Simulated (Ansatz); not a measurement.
Ba2Tl5V3O12 in Ansatz: the effect of Hubbard term

Crystal: Ba2Tl5V3O12.

```
Ba V Tl O
1.0
     6.54548    0.00000    0.00000
     0.00000    6.54548    0.00000
     0.00000    0.00000   13.57484
Ba V Tl O
2 3 5 12
Direct
  0.50000 0.00000 0.56322
  0.00000 0.50000 0.43678
  0.00000 0.00000 0.50000
  0.00000 0.00000 0.00000
  0.50000 0.50000 0.50000
  0.50000 0.00000 0.02980
  0.00000 0.50000 0.68840
  0.00000 0.50000 0.97020
  0.50000 0.00000 0.31160
  0.50000 0.50000 0.00000
  0.81622 0.88853 0.42632
  0.88853 0.18378 0.57368
  0.11147 0.81622 0.57368
  0.18378 0.11147 0.42632
  0.82276 0.85849 0.93300
  0.85849 0.17724 0.06700
  0.14151 0.82276 0.06700
  0.17724 0.14151 0.93300
  0.68323 0.61113 0.57410
  0.61113 0.31677 0.42590
  0.38887 0.68323 0.42590
  0.31677 0.38887 0.57410
```

The cell was built by a generator and needn't be a form met in nature.

Alike in all runs:

| Quantity | Value |
| --- | --- |
| Program | Ansatz 0.2.0 |
| Task | projected density of states |
| Functional | PBE |
| Potentials or basis | Ansatz PAW |
| Cutoff | 420 eV |
| Density cutoff | 1680 eV |
| k mesh | 4 × 4 × 2 |
| Occupations | fermi-dirac, width 0.05 eV |
| Spin | collinear spin, ferromagnetic start |
| Starting moments | [0.0, 0.0, 2.0, 2.0, 2.0, 0.0, 0.0, 0.0, 0.0, 0.0, 0.0, 0.0, 0.0, 0.0, 0.0, 0.0, 0.0, 0.0, 0.0, 0.0, 0.0, 0.0] μB |
| Hubbard projectors | ortho-atomic (the default) |
| Double counting | fll (the default) |

One run gave: pressure 0.1 GPa; largest force 0.05 eV/Å. Which Hubbard term did it use?
A. V d U = 6 eV
B. V d U = 2 eV
C. V d U = 8 eV
D. V d U = 4 eV

B.

```csv
Hubbard term,pressure (GPa),largest force (eV/Å)
V d U = 2 eV,0.1,0.05
V d U = 4 eV,0.2,0.11
V d U = 6 eV,0.4,0.18
V d U = 8 eV,0.6,0.26
```

Caveats: the magnetic or orbital state may not be the lowest; spin-orbit coupling is left out, which as a rule narrows the gap of such compounds by several tenths of an eV; the density of states is complete only up to the lowest level of the last band computed.

Not every run made on this cell is shown here.
